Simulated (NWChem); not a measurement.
# SiH2OF (SMILES O[SiH]F): UCAM-B3LYP/def2-SVP

What is the electronic atomisation energy of SiH2OF at UCAM-B3LYP/def2-SVP? 

Program for the calculation: NWChem 7.3.0.

## (1) The structure to begin with

The species is SiH2OF (5 atoms), meant as a doublet with charge 0. SMILES: `O[SiH]F`. Geometry: relaxed at PBE0-D4/def2-TZVP. This is one conformer, not always the lowest.

Bond lengths: O1–Si2 1.636 Å, Si2–F3 1.603 Å, O1–H4 0.959 Å, Si2–H5 1.490 Å. Angles: O1–Si2–F3 110.5°, O1–Si2–H5 105.3°, F3–Si2–H5 107.6°, Si2–O1–H4 119.2°.

## (2) The energy at UCAM-B3LYP/def2-SVP (run 1)

geom.nw reads:

```
start geom
memory total 2200 mb

geometry units angstroms noautosym nocenter noautoz
   O     -0.615200    -0.884600    -0.276300
   Si     0.283900     0.245700     0.493100
   F      0.207000     1.646500    -0.283100
   H     -1.564500    -0.765100    -0.338000
   H      1.688800    -0.242600     0.404400
end

basis spherical bse
   * library def2-SVP
end

dft
   xc xcamb88 1.00 lyp 0.81 vwn_5 0.19 hfexch 1.00
   cam 0.33 cam_alpha 0.19 cam_beta 0.46
   mult 2
   grid medium
   convergence energy 1e-08
   direct
   iterations 100
   mulliken
   noprint "final vectors analysis"
end

task dft energy
```

Started as:

```
$ nwchem geom.nw > geom.out
```

The program printed:

```text
[...]
          Wavefunction type:  spin polarized.
          No. of atoms     :     5
          No. of electrons :    33
[...]
          Charge           :     0
          Spin multiplicity:     2
[...]
          AO basis - number of functions:    56
[...]
              XC Information
              --------------
                     Hartree-Fock (Exact) Exchange  1.000
                   CAM-Becke88 Exchange Functional  1.000
                      VWN V Correlation Functional  0.190 local
              Lee-Yang-Parr Correlation Functional  0.810
[...]
 d= 0,ls=0.0,diis     1   -465.4526332479 -5.76D+02  9.78D-03  1.72D-01     0.6
[...]
 d= 0,ls=0.0,diis    11   -465.5302940545 -4.81D-09  3.87D-07  5.68D-11     6.1
[...]
         Total DFT energy =     -465.530294054476
      One electron energy =     -864.314764329420
           Coulomb energy =      329.400808804396
    Exchange-Corr. energy =      -40.753113416219
 Nuclear repulsion energy =      110.136774886767
[...]
      Total Density - Mulliken Population Analysis
     ---------------------------------------------
    Atom       Charge   Shell Charges
 -----------   ------   -------------------------------------------------------
    1 O    8     8.37   1.99  1.07  0.62  2.91  1.78  0.01
    2 Si  14    13.39   2.00  1.98  1.01  0.26  5.92  1.12  0.71  0.38
    3 F    9     9.33   1.99  1.12  0.79  3.36  2.07  0.01
    4 H    1     0.80   0.67  0.07  0.07
    5 H    1     1.11   0.73  0.37  0.01
[...]
      <S2> =      0.7518 (Exact =     0.7500)
[...]
```

Run time: 6.9 s. Hardware: 1 thread of AMD EPYC 9R45 (Zen 5), shared host; peak memory 0.11 GiB.

## (3) The F atom, same level (run 2)

run.nw reads:

```
start run
title "F"
memory stack 880 mb heap 220 mb global 1100 mb
charge 0

geometry units angstroms noautosym nocenter noautoz
   F     0.000000    0.000000    0.000000
end

basis spherical bse
   F library def2-SVP
end

dft
   xc xcamb88 1.00 lyp 0.81 vwn_5 0.19 hfexch 1.00
   cam 0.33 cam_alpha 0.19 cam_beta 0.46
   mult 2
   grid medium
   convergence energy 1e-08
   direct
   iterations 100
   mulliken
   print low
end

task dft energy
```

Run the same way, it converges to -99.61654 Eh (log not shown).

Run 3 isn't shown in full; the table further down has it.

## (4) The O atom (run 4)

job.nw reads:

```
start job
title "O energy"
memory stack 880 mb heap 220 mb global 1100 mb
charge 0

geometry units angstroms noautosym nocenter noautoz
   O        0.000000       0.000000       0.000000
end

basis spherical bse
   * library def2-SVP
end

dft
   xc xcamb88 1.00 lyp 0.81 vwn_5 0.19 hfexch 1.00
   cam 0.33 cam_alpha 0.19 cam_beta 0.46
   mult 3
   grid medium
   convergence energy 1e-08
   direct
   maxiter 100
   mulliken
   print low
end

task dft energy
```

Run the same way, it converges to -74.97732 Eh (log not shown).

## (5) The Si atom, same level (run 5)

sp.nw reads:

```
start sp
memory 2200 mb
charge 0

geometry units angstrom noautosym nocenter noautoz
  Si       0.000000       0.000000       0.000000
end

basis "ao basis" spherical bse
  * library def2-SVP
end

dft
  xc xcamb88 1.00 lyp 0.81 vwn_5 0.19 hfexch 1.00
  cam 0.33 cam_alpha 0.19 cam_beta 0.46
  mult 3
  grid medium
  convergence energy 1e-08
  direct
  maxiter 100
  mulliken
  noprint "final vectors analysis"
end

task dft energy
```

Started as:

```
$ nwchem sp.nw > sp.out
```

The program printed:

```text
[...]
          Wavefunction type:  spin polarized.
          No. of atoms     :     1
          No. of electrons :    14
[...]
          Charge           :     0
          Spin multiplicity:     3
[...]
          AO basis - number of functions:    18
[...]
              XC Information
              --------------
                     Hartree-Fock (Exact) Exchange  1.000
                   CAM-Becke88 Exchange Functional  1.000
                      VWN V Correlation Functional  0.190 local
              Lee-Yang-Parr Correlation Functional  0.810
[...]
 d= 0,ls=0.0,diis     1   -289.2646803028 -2.89D+02  1.45D-02  2.06D-02     0.1
[...]
 d= 0,ls=0.0,diis     6   -289.2783448280 -4.47D-09  1.19D-06  1.97D-11     0.2
[...]
         Total DFT energy =     -289.278344828010
      One electron energy =     -400.568195649318
           Coulomb energy =      132.103295048111
    Exchange-Corr. energy =      -20.813444226803
 Nuclear repulsion energy =        0.000000000000
[...]
      Total Density - Mulliken Population Analysis
     ---------------------------------------------
    Atom       Charge   Shell Charges
 -----------   ------   -------------------------------------------------------
    1 Si  14    14.00   2.00  1.99  1.41  0.60  5.92  0.84  1.25  0.00
     --------------------------------------------
      Spin Density - Mulliken Population Analysis
     --------------------------------------------
    Atom       Charge   Shell Charges
 -----------   ------   -------------------------------------------------------
    1 Si  14     2.00   0.00  0.00  0.00 -0.00  0.01  0.73  1.25 -0.00
[...]
      <S2> =      2.0030 (Exact =     2.0000)
[...]
```

Wall time 0.68 s (1 thread of AMD EPYC 9R45 (Zen 5), shared host); peak memory 0.1 GiB.

## (6) The series

```csv
run,partner,energy (Eh),⟨S²⟩,wall time
1,base,-465.530294,0.752,6.9 s
2,atoms,-99.616543,0.751,0.62 s
3,atoms,-0.497895,0.750,0.56 s
4,atoms,-74.977325,2.002,0.6 s
5,atoms,-289.278345,2.003,0.68 s
```

## (7) Outcome

At UCAM-B3LYP/def2-SVP:

| quantity | value |
| --- | --- |
| Si atom: total energy | -289.27834 Eh |
| Si atom: ⟨S²⟩ | 2.003 |
| electronic atomisation energy | 18.022 eV |

Taking the molecule apart into free atoms costs 18.02 eV (1739 kJ/mol), before zero-point energy and without spin-orbit coupling. All runs together took 9.4 s, the longest 6.9 s.
